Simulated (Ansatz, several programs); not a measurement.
KMgI₃ in the cubic perovskite structure, relaxed with r2SCAN in Ansatz (plane waves, PAW): the symmetry is Pm-3m (No. 221, cubic); conventional cell a = 5.814 Å, 39.30 Å³ an atom. K has 12 I at 4.11 Å; Mg has 6 I at 2.91 Å; I has 2 Mg at 2.91 Å and 4 K at 4.11 Å. The cell was then scaled with its shape and fractional coordinates held. The cell comes from a prototype generator: it can be a known phase or a hypothetical one. Spin polarisation is off.

```tsv
V (Å³/atom)	E (meV/atom)
36.945	10.50
39.303	0.00
40.482	2.16
41.661	8.26
```

Question: Pass a cubic E = c₀ + c₁u + c₂u² + c₃u³, with u = V − 39.598 Å³, through these points.

Answer: c₀ = 0.13, c₁ = +0.925, c₂ = 1.619, c₃ = -0.0763 (meV and Å³).

Question: Where is the minimum, and what bulk modulus follows?

Answer: dE/du = 0 at u = -0.280, so V₀ = 39.32 Å³. B = V₀ d²E/dV² = 39.32 × (2c₂ + 6c₃u) = 39.32 × 3.367 = 132 meV/Å³, and 1 meV/Å³ is 0.16022 GPa: 21 GPa. A third-order Birch-Murnaghan fit to all five points gives 39.31 Å³ and 21 GPa.

Question: Predict the energy and the pressure at the withheld volume, 38.124 Å³.

Answer: With u = -1.474: E ≈ 2.53 meV and P = −dE/dV ≈ +0.70 GPa. The run gives 2.50 meV and, from its stress, +0.69 GPa.
